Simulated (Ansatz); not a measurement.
**ClGeH6NO2Si: a ladder of functionals and wavefunction methods**

An exercise on one series of results from a longer session: the logs are not shown, and one member is left open.

The runs use Ansatz 0.2.0, Gaussian basis; functionals in def2-TZVPP, the program's frozen cores in correlated methods.

The runs, in order: PBE-D4, r2SCAN-D4, PBE0-D4, B3LYP-D4, ωB97X-V, ωB97M-V, B2PLYP; CCSD(T)/def2-TZVPP; MP2/def2-QZVPP; extrapolation to the limit.

## Structure used throughout

All runs share one geometry, relaxed beforehand with PBE0-D4 in a triple-zeta def2 set.

SMILES `[OH][GeH2][NH][SiH](O)Cl`, 12 atoms, charge 0, spin multiplicity 1.

Atoms are counted from 1 here; the program's logs count them from 0.

Bond lengths: O1–Ge2 1.799 Å, O1–H7 0.960 Å, Ge2–N3 1.820 Å, Ge2–H8 1.536 Å, Ge2–H9 1.537 Å, N3–Si4 1.714 Å, N3–H10 1.009 Å, Si4–O5 1.624 Å, Si4–Cl6 2.061 Å, Si4–H11 1.473 Å, O5–H12 0.970 Å. Angles: Ge2–O1–H7 113.5°, O1–Ge2–N3 103.7°, O1–Ge2–H8 110.7°, O1–Ge2–H9 107.0°, N3–Ge2–H8 108.9°, N3–Ge2–H9 112.9°, H8–Ge2–H9 113.2°, Ge2–N3–Si4 124.4°, Ge2–N3–H10 114.8°, Si4–N3–H10 117.6°, N3–Si4–O5 108.4°, N3–Si4–Cl6 107.2°, N3–Si4–H11 115.2°, O5–Si4–Cl6 113.7°, O5–Si4–H11 107.1°, Cl6–Si4–H11 105.5°, Si4–O5–H12 114.6°.

Geometry (Å):

```xyz
12
charge 0, multiplicity 1
O    -1.2991    1.0356    1.0074
Ge    0.4830    1.1911    0.8208
N     0.8508    0.1953   -0.6582
Si    0.1824   -1.3509   -0.9764
O    -0.9756   -1.6455    0.1241
Cl   -0.5091   -1.3263   -2.9180
H    -1.6110    1.2435    1.8914
H     0.8743    2.6511    0.5488
H     1.1199    0.6221    2.0992
H     1.2157    0.7173   -1.4405
H     1.1354   -2.4722   -0.9127
H    -1.4667   -0.8609    0.4141
```

Set-up of the first run:

in.yaml reads:

```yaml
crystal:
  periodic: [false, false, false]
  atoms:
    - {symbol: O, position_ang: [-1.299096, 1.035637, 1.007392]}
    - {symbol: Ge, position_ang: [0.483036, 1.191053, 0.820764]}
    - {symbol: N, position_ang: [0.850826, 0.195263, -0.658166]}
    - {symbol: Si, position_ang: [0.182364, -1.350944, -0.976432]}
    - {symbol: O, position_ang: [-0.975571, -1.645545, 0.124105]}
    - {symbol: Cl, position_ang: [-0.509082, -1.326320, -2.918000]}
    - {symbol: H, position_ang: [-1.611010, 1.243473, 1.891427]}
    - {symbol: H, position_ang: [0.874268, 2.651066, 0.548789]}
    - {symbol: H, position_ang: [1.119882, 0.622088, 2.099248]}
    - {symbol: H, position_ang: [1.215690, 0.717314, -1.440480]}
    - {symbol: H, position_ang: [1.135413, -2.472226, -0.912691]}
    - {symbol: H, position_ang: [-1.466719, -0.860859, 0.414054]}
basis:
  gaussian: {orbitals: def2-TZVPP}
hamiltonian: {xc: pbe, dispersion: d4}
output: {forces: true, orbitals: {seedname: orbitals}}
```

Command:

```
> ansatz run in.yaml --threads 2 --pin off --events-out ev --progress --plain --max-ram 22528MiB --backend cuda --devices 0, --max-vram 18GiB
```

Among the steps run: PBE-D4 (GGA); r2SCAN-D4 (meta-GGA); PBE0-D4 (hybrid); B3LYP-D4 (hybrid); ωB97X-V (range-separated); ωB97M-V (range-separated); B2PLYP (double hybrid); CCSD(T) in def2-TZVPP; MP2 in def2-QZVPP.

One of the session's tables, all rows but one given; the rest of the session is left out.

```
            method  atomisation energy (eV)
            PBE-D4                   43.527
         r2SCAN-D4                   43.161
           PBE0-D4                   42.654
          B3LYP-D4                   42.873
           ωB97X-V                   43.445
           ωB97M-V                   43.274
            B2PLYP                        ?
     HF/def2-TZVPP                   29.889
    MP2/def2-TZVPP                   43.056
   CCSD/def2-TZVPP                   41.374
CCSD(T)/def2-TZVPP                   42.111
           MP2/CBS                   44.423
       CCSD(T)/CBS                   43.478
```

**Question.** Estimate the row for B2PLYP.

**Answer.** atomisation energy (eV): 42.544. In the column «atomisation energy (eV)» it lies between CCSD(T)/def2-TZVPP (42.111) and PBE0-D4 (42.654).

Limits of these values: Free atoms (2 O, 1 Ge, 1 N, 1 Si, 1 Cl, 6 H) were run apart at each level; the atomisation energy is their sum less the molecule, without zero-point or spin-orbit terms.
